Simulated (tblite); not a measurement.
# C18H4F10O4S2: the cost of one run

Programs: tblite 0.8.0 and PySCF 2.14.0, with routines of our own; each step states its level. All values are computed. Atoms count from 0.

## 1. The system as given

38 atoms, charge 0, multiplicity 1; geometry from: force field, distance geometry or constructed start.

## 2. Optimising the geometry with GFN2-xTB

What the job is given:

```
{"job": {"kind": "relax", "xc": "GFN2-xTB", "basis": "xTB"}, "charge": 0, "multiplicity": 1}
O      1.316100    -0.769900     2.710200
S      0.813100    -0.267000     1.434600
O     -0.340200     0.598000     1.430200
C      0.314200    -1.683900     0.471900
C      0.615600    -2.957000     1.012100
C      0.203300    -4.117500     0.350900
C     -0.515700    -4.026500    -0.834100
C     -0.830800    -2.775300    -1.359600
C     -0.437100    -1.600400    -0.704200
S     -0.831400    -0.054900    -1.512200
O     -1.356900    -0.381200    -2.828800
O      0.393000     0.717500    -1.416400
C     -2.123000     0.808300    -0.709900
C     -2.129100     2.197100    -0.741000
F     -1.206000     2.891600    -1.415600
C     -3.131400     2.895600    -0.059100
F     -3.144700     4.236400    -0.095000
C     -4.116800     2.202400     0.625900
F     -5.082300     2.879200     1.270800
C     -4.104400     0.818500     0.643000
F     -5.067300     0.151000     1.296600
C     -3.111700     0.118700    -0.032100
F     -3.129500    -1.216500    -0.007400
C      2.167800     0.565500     0.729200
C      2.289100     1.947800     0.898400
F      1.407100     2.627700     1.648400
C      3.340000     2.633000     0.295500
F      3.455400     3.955400     0.465900
C      4.273900     1.944400    -0.469500
F      5.291000     2.603600    -1.036400
C      4.163500     0.569900    -0.625200
F      5.064900    -0.099200    -1.347900
C      3.109600    -0.119200    -0.025600
F      3.033700    -1.447800    -0.176100
H      1.175400    -3.057200     1.935800
H      0.451300    -5.090000     0.767500
H     -0.832200    -4.933800    -1.349300
H     -1.393500    -2.739600    -2.297600
```

Run with:

```sh
$ OMP_NUM_THREADS=2 python large_run.py task.json out
```

This one command runs all jobs of the session in turn.

Q: Estimate the wall time and peak memory of this first job on 2 threads of Intel Xeon Platinum 8488C, shared host.

About 3.3 s, with a peak of 0.18 GiB.
